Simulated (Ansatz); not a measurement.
# Si: the cost of one run

Computed with Ansatz 0.2.0 (DFT LDA, scalar-relativistic, plane waves, PAW, unless a step's input says otherwise).

2 further runs of the same task are left out: 2 set aside as unsound or not needed.

### Step 1. The starting structure

It takes space group P6/mmm (No. 191, hexagonal). Conventional cell: a = 2.608 Å, b = 2.608 Å, c = 2.471 Å, α = 90.00°, β = 90.00°, γ = 120.00°. Around Si (site symmetry 6/mmm) lie 8 Si at 2.47 to 2.61 Å.

Coordinates:

```
CELL_PARAMETERS angstrom
1.30425 -2.25902 0.00000
0.00000 0.00000 -2.47076
7.82547 4.51804 0.00000
ATOMIC_POSITIONS crystal
Si 0.00000 0.00000 0.00000
Si 0.50000 0.00000 0.25000
Si 0.00000 0.00000 0.50000
Si 0.50000 0.00000 0.75000
```

It goes back to an entry of the Materials Project, which need not be the stable form.

It is built from the cell relaxed beforehand with the same method (14.56 Å³/atom).

### Step 2. The reference: the undisturbed cell on the scan's mesh

File input.yaml:

```yaml
crystal:
  lattice:
    - [1.3042457136, -2.2590198415, 0.0]
    - [0.0, 0.0, -2.470761206]
    - [7.8254742816, 4.5180396831, 0.0]
  atoms:
    - { symbol: Si, position: [0.0, 0.0, 0.0] }
    - { symbol: Si, position: [0.5, 0.0, 0.25] }
    - { symbol: Si, position: [0.0, 0.0, 0.5] }
    - { symbol: Si, position: [0.5, 0.0, 0.75] }
basis:
  ecutwfc: 420
kpoints:
  mp_grid: { grid: [22, 24, 7] }
hamiltonian:
  xc: lda
scf:
  occupations: { method: gaussian, width: 0.15 }
output:
  forces: true
  stress: true
  eigenvalues: true
```

Launch:

```bash
$ ansatz run input.yaml --threads 2 --pin off --max-ram 5120MiB --backend cpu --events-out ev --progress --plain --runs-dir out
```

What time and memory should one allow on 2 threads of Intel Xeon Platinum 8259CL at 2.50GHz (Skylake/Cascade Lake), shared host?

About 20 s, with a peak of 0.87 GiB.
